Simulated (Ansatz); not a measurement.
**CH₆SSiZn: up Jacob's ladder to CCSD(T)**

One table from this session's results is given with a row withheld; the runs are named, their logs left out.

The runs use Ansatz 0.2.0, Gaussian basis; functionals in def2-TZVPP, the program's frozen cores in correlated methods.

The runs, in order: LDA (SPW92), PBE-D4, revPBE-D4, BLYP-D4, r2SCAN-D4, B97M-V, PBE0-D4, B3LYP-D4, r2SCANh-D4, r2SCAN0-D4, HSE06-D4, BHLYP-D4, CAM-B3LYP-D4, LC-ωPBE, ωB97X-V, ωB97M-V, B2PLYP, PBE-QIDH; CCSD(T)/def2-SVP; CCSD(T)/def2-TZVPP; MP2/def2-QZVPP; extrapolation to the limit; RPA on PBE.

## The geometry

The geometry comes from an earlier relaxation with PBE0-D4 in a triple-zeta def2 set; it is a stationary point, not always the lowest conformer.

SMILES `[CH3][Zn][S][SiH3]`, 10 atoms, charge 0, spin multiplicity 1.

Atoms are counted from 1 here; the program's logs count them from 0.

Bond lengths: C1–Zn2 1.932 Å, C1–H5 1.092 Å, C1–H6 1.092 Å, C1–H7 1.092 Å, Zn2–S3 2.177 Å, S3–Si4 2.126 Å, Si4–H8 1.488 Å, Si4–H9 1.488 Å, Si4–H10 1.484 Å. Angles: Zn2–C1–H5 110.4°, Zn2–C1–H6 110.6°, Zn2–C1–H7 110.5°, H5–C1–H6 108.5°, H5–C1–H7 108.4°, H6–C1–H7 108.5°, C1–Zn2–S3 178.6°, Zn2–S3–Si4 98.3°, S3–Si4–H8 112.2°, S3–Si4–H9 112.1°, S3–Si4–H10 107.4°, H8–Si4–H9 107.4°, H8–Si4–H10 108.8°, H9–Si4–H10 108.8°.

The first run:

in.yaml

```yaml
crystal:
  periodic: [false, false, false]
  atoms:
    - {symbol: C, position_ang: [-1.498258, 1.983137, 0.291438]}
    - {symbol: Zn, position_ang: [0.165843, 1.013459, 0.137013]}
    - {symbol: S, position_ang: [2.067498, -0.033803, -0.028168]}
    - {symbol: Si, position_ang: [1.312161, -2.003442, -0.293175]}
    - {symbol: H, position_ang: [-2.221688, 1.406866, 0.871859]}
    - {symbol: H, position_ang: [-1.922284, 2.176797, -0.695745]}
    - {symbol: H, position_ang: [-1.337756, 2.939475, 0.793231]}
    - {symbol: H, position_ang: [0.495121, -2.129361, -1.530718]}
    - {symbol: H, position_ang: [0.461598, -2.436509, 0.848983]}
    - {symbol: H, position_ang: [2.477766, -2.916619, -0.394728]}
basis:
  gaussian: {orbitals: def2-TZVPP}
hamiltonian: {xc: lda}
output: {orbitals: {seedname: orbitals}}
```

The run is started by

```
$ ansatz run in.yaml --threads 4 --pin off --events-out ev --progress --plain --max-ram 10444MiB
```

Among the steps run: LDA; PBE-D4 (GGA); revPBE-D4 (GGA); BLYP-D4 (GGA); r2SCAN-D4 (meta-GGA); B97M-V (meta-GGA); PBE0-D4 (hybrid); B3LYP-D4 (hybrid); r2SCANh-D4 (hybrid); r2SCAN0-D4 (hybrid); HSE06-D4 (hybrid); BHLYP-D4 (hybrid); CAM-B3LYP-D4 (range-separated); LC-ωPBE (range-separated); ωB97X-V (range-separated); ωB97M-V (range-separated); B2PLYP (double hybrid); PBE-QIDH (double hybrid).

One of the session's tables, all rows but one given; the rest of the session is left out.

It belongs to the step «Orbital energies across the functionals». 

| functional | HOMO (eV) | gap (eV) |
| --- | --- | --- |
| LDA (SPW92) | -6.17 | 4.55 |
| PBE-D4 | -6.05 | 4.69 |
| revPBE-D4 | -6.01 | 4.76 |
| BLYP-D4 | -5.88 | 4.60 |
| r2SCAN-D4 | -6.32 | 5.23 |
| B97M-V | -6.43 | 5.10 |
| PBE0-D4 | -7.22 | 6.61 |
| B3LYP-D4 | ? | ? |
| r2SCANh-D4 | -6.75 | 5.92 |
| r2SCAN0-D4 | -7.40 | 6.94 |
| HSE06-D4 | -6.82 | 5.85 |
| BHLYP-D4 | -8.23 | 8.32 |
| CAM-B3LYP-D4 | -8.49 | 8.72 |
| LC-ωPBE | -9.88 | 11.19 |
| ωB97X-V | -9.53 | 10.69 |
| ωB97M-V | -9.37 | 10.23 |

Estimate the missing values for B3LYP-D4.

Worked estimate for «HOMO (eV)». Against the share of exact exchange, BLYP-D4 (0, -5.88), BHLYP-D4 (0.5, -8.23) give a slope of -4.70 per unit share; at 0.2 the line stands at -6.82.

As computed: HOMO (eV): -6.97; gap (eV): 6.12. In «HOMO (eV)» the line misses by +0.15.
